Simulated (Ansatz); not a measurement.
# Silver, bcc under LDA: from relaxation to bulk modulus

Aim: take silver in the bcc structure, relax it, solve it on a dense k-mesh, switch on spin-orbit coupling, then scale the cell to 7 volumes from 88 to 112 % of the relaxed one and try a fit of the equation of state. The k-meshes are 14×14×14 for the relaxation; 23×23×23 for the dense run; 14×14×14 for spin-orbit coupling; 16×16×16 for the volumes.

This is Ag in the bcc structure; at room conditions it is fcc.

Method: DFT LDA (PW92), plane waves (420 eV) with PAW, scalar-relativistic; the PAW data stem from PBE, with regenerated cores, in Ansatz 0.2.0.

### Step 1. The starting structure

Symmetry: Im-3m, No. 229, cubic system. Conventional cell: a = 3.243 Å, b = 3.243 Å, c = 3.243 Å, α = 90.00°, β = 90.00°, γ = 90.00°. Around Ag (site symmetry m-3m) lie 8 Ag at 2.81 Å.

Coordinates:

```cif
data_structure
_symmetry_space_group_name_H-M 'Im-3m'
_symmetry_Int_Tables_number 229
_cell_length_a 3.2432
_cell_length_b 3.2432
_cell_length_c 3.2432
_cell_angle_alpha 90.000
_cell_angle_beta 90.000
_cell_angle_gamma 90.000
_cell_volume 34.11
loop_
_atom_site_label
_atom_site_type_symbol
_atom_site_symmetry_multiplicity
_atom_site_Wyckoff_symbol
_atom_site_fract_x
_atom_site_fract_y
_atom_site_fract_z
_atom_site_occupancy
Ag1 Ag 2 a 0.00000 0.00000 0.00000 1
```

### Step 2. Relaxation of the cell

input.yaml reads:

```yaml
crystal:
  lattice:
    - [-1.6216095446, 1.6216095446, 1.6216095446]
    - [1.6216095446, -1.6216095446, 1.6216095446]
    - [1.6216095446, 1.6216095446, -1.6216095446]
  atoms:
    - { symbol: Ag, position: [0.0, 0.0, 0.0] }
hamiltonian:
  xc: lda
  pseudopotentials:
    kind: paw
    azcp:
      Ag: "pseudopotentials/Ag.paw.azcp"
basis:
  ecutwfc: 420
  fft_grid_basis: typed
kpoints:
  mp_grid: { grid: [14, 14, 14], shift: [0, 0, 0] }
magnetization:
  spin_polarized: false
scf:
  occupations: { method: fermi_dirac, width: 0.1 }
relax:
  max_steps: 60
  f_tol: 0.01
  cell: {}
output:
  write_density: true
  write_potential: true
  elf: true
  volumetric_format: npy
```

Started as:

```
ansatz run input.yaml --threads 2 --pin off --max-ram 5120MiB --backend cpu --events-out ev --progress --plain --runs-dir out
```

Further steps of the session: Single point on a dense mesh; With spin-orbit coupling; The cell scaled to 88 % of its volume; The cell scaled to 92 % of its volume; The cell scaled to 96 % of its volume; The cell scaled to 100 % of its volume; The cell scaled to 104 % of its volume; The cell scaled to 108 % of its volume; The cell scaled to 112 % of its volume.

**Question.** What will these runs give? Wanted: space group; conventional cell; volume; shortest distance; gap on the mesh; relative to fcc; V₀, B₀, B₀′.

The runs gave:

| quantity | value |
| --- | --- |
| space group (spins left aside) | Im-3m (No. 229) |
| conventional cell | a = 3.183 Å |
| volume | 16.118 Å³/atom |
| shortest distance | 2.756 Å |
| gap on the mesh | none (levels filled in part) |
| relative to fcc | +39 meV/atom |
| V₀, B₀, B₀′ | 16.110 Å³/atom, 134 GPa, 5.8 |

What this shows: The relaxation shrank the cell by 5.5 % in volume. It lies 39 meV/atom above the element's reference form at the same level (fcc, from a run of its own). No gap shows: it is a metal or semimetal at this level. The total energy of the spin-orbit run lies -2.3 eV/atom from the scalar one, but the two kinds of run don't share a zero of energy: only differences within one kind count. The fitted modulus is 134 GPa. The symmetry was held, so the structure may be unstable against distortions that break it.
